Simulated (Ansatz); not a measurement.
# AlF2GeH3: the cost of one run

Computed with Ansatz 0.2.0, driven from Python. Level of theory: B3LYP/def2-SVPD.

### Step 1. The structure

Bond lengths: F1–Al2 1.832 Å, Al2–F3 1.802 Å, Al2–Ge4 2.407 Å, Ge4–H5 1.506 Å, Ge4–H6 1.597 Å, Ge4–H7 1.578 Å. Angles: F1–Al2–F3 119.2°, F1–Al2–Ge4 120.7°, F3–Al2–Ge4 120.0°, Al2–Ge4–H5 113.2°, Al2–Ge4–H6 109.9°, Al2–Ge4–H7 108.7°, H5–Ge4–H6 110.1°, H5–Ge4–H7 108.7°, H6–Ge4–H7 106.0°.

The script holds or builds the structure itself.

### Step 2. Script

tae_alf2geh3.py

```python
from collections import Counter

import ansatz as az


def energy(molecule, charge=0, unpaired=0):
    calc = (
        molecule.calculation()
        .basis(gaussian="def2-SVPD")
        .functional("b3lyp")
    )
    if charge:
        calc = calc.charge(charge)
    if unpaired:
        calc = calc.spin("collinear", total=unpaired)
    report = calc.run().report
    if report["published_state_doubts"]:
        print("  doubts:", report["published_state_doubts"])
    return report["free_energy_ev"]

GEOMETRY = """
F     2.02680   -0.37330    1.87560
Al    0.78040   -0.90360    0.64250
F     0.60640   -2.65710    0.26620
Ge   -0.56420    0.71710   -0.52230
H     0.25020    1.70080   -1.31980
H    -1.49880    1.49210    0.51440
H    -1.53940   -0.04410   -1.50230
"""

mol = az.Crystal.molecule()
for line in GEOMETRY.strip().splitlines():
    symbol, *xyz = line.split()
    mol = mol.atom(symbol, [float(v) for v in xyz])

unpaired = {"F": 1, "Al": 1, "Ge": 2, "H": 1}
counts = Counter(site.symbol for site in mol.cartesian_sites)
atom_energy = {s: energy(az.Crystal.molecule().atom(s, (0, 0, 0)), 0, unpaired[s]) for s in counts}
whole = energy(mol, 0, 0)
for s, e in atom_energy.items():
    print(f"{s:2s} x{counts[s]}  {e:14.5f} eV")
print(f"AlF2GeH3: {whole:.5f} eV")
split = sum(counts[s] * e for s, e in atom_energy.items()) - whole
print(f"atomisation energy (no zero-point term): {96.485332 * split:.1f} kJ/mol, {split / sum(counts.values()):.3f} eV an atom")
```

### Step 3. What the engine is handed

The package turns the script's settings into the engine's input (first run):

```yaml
crystal:
  periodic: [false, false, false]
  atoms:
    - { symbol: F, position_ang: [0.0, 0.0, 0.0] }
basis:
  gaussian:
    orbitals: def2-SVPD
hamiltonian:
  xc: b3lyp
magnetization:
  spin_polarized: true
  initial_magnetization: 1.0
```

### Step 4. Running it

Command:

```
$ python tae_alf2geh3.py
```

**Question.** How long does this script take on 1 thread of Intel Xeon Platinum 8488C (Sapphire Rapids), shared host, and how much memory does it need?

About 5.7 s, with a peak of 0.33 GiB.
